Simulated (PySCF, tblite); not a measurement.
**C₆H₆FO radical: geometry, infrared bands and EPR parameters**

What infrared bands and EPR parameters should C₆H₆FO radical (`O=C1C=[C]C[C@@H](F)C1`) show?

Computed with tblite 0.8.0 and PySCF 2.14.0, with density-fitted response routines of our own, on a single molecule in the gas phase. Atoms are numbered from 0 throughout.

## Step 1: The molecule as given

14 atoms, charge 0, multiplicity 2; geometry from: force field or distance geometry start.

Bonds of the start (Å): O0–C1 1.25, C1–C2 1.46, C2–C3 1.35, C3–C4 1.49, C4–C5 1.53, C5–F6 1.35, C5–C7 1.53, C7–C1 1.49, C2–H8 1.08, C4–H9 1.10, C4–H10 1.11, C5–H11 1.12, C7–H12 1.10, C7–H13 1.11.

## Step 2: Geometry optimisation with GFN2-xTB

The job: settings as JSON, then the geometry in Å.

```
{"job": {"kind": "relax", "xc": "GFN2-xTB", "basis": "xTB"}, "charge": 0, "multiplicity": 2}
O      1.472300    -2.235100    -0.259200
C      0.884000    -1.130700    -0.284300
C      1.667300     0.101300    -0.267000
C      1.047400     1.294800    -0.158500
C     -0.429700     1.397100    -0.008200
C     -0.868700     0.131600     0.725000
F     -2.149600     0.173100     1.161400
C     -0.597800    -0.971600    -0.295000
H      2.739600     0.039200    -0.366000
H     -0.732500     2.311400     0.527600
H     -0.894700     1.338100    -1.017600
H     -0.135200    -0.007900     1.560500
H     -0.864700    -0.531800    -1.271600
H     -1.138200    -1.910000    -0.069200
```

The run is started by

```
$ OMP_NUM_THREADS=1 python probes_run.py task.json out
```

One launch serves the whole session: the jobs run in the order shown.

**Question.** This job is followed by: GFN2-xTB harmonic vibrations, gas phase; UKS B3LYP, pcH-1 on C F H O, non-relativistic, mean-field spin-orbit, GIAO. Predict these results of the whole session: strongest single infrared mode (GFN2-xTB); zero-point energy (GFN2-xTB); g(iso) (B3LYP); ⟨S²⟩; largest a(iso); potential on the surface of density 0.002 e/bohr³, 1st and 99th percentile.

The runs gave:

| quantity | value |
| --- | --- |
| strongest single infrared mode (GFN2-xTB) | 1690 cm⁻¹, 417 km/mol |
| zero-point energy (GFN2-xTB) | 64.6 kcal/mol |
| g(iso) (B3LYP) | 2.00229 |
| ⟨S²⟩ | 0.759 (exact 0.75) |
| largest a(iso) | 13C on C3, 355.9 MHz |
| potential on the surface of density 0.002 e/bohr³, 1st and 99th percentile | -1.55 V and 1.21 V |

In words: The optimisation took 35 steps and gained 0.588 eV; among the close pairs (by a distance rule), O0–C1 changed most, from 1.252 to 1.203 Å. No mode is imaginary among the 36: a minimum at this level. The strongest single mode, at 1690 cm⁻¹, moves mainly C3 and C2. GFN2-xTB is a fitted tight-binding method: band positions and strengths are rough. Its intensities can rank the bands wrongly. Most of the unpaired spin sits on C3 (0.96 e). The isotropic g lies 0.0 ppt below the free-electron value. These values are for one conformer; the search (at its own cheap level) found 2 more, at 0.21, 0.22 kcal/mol, and measured spectra average over such forms.
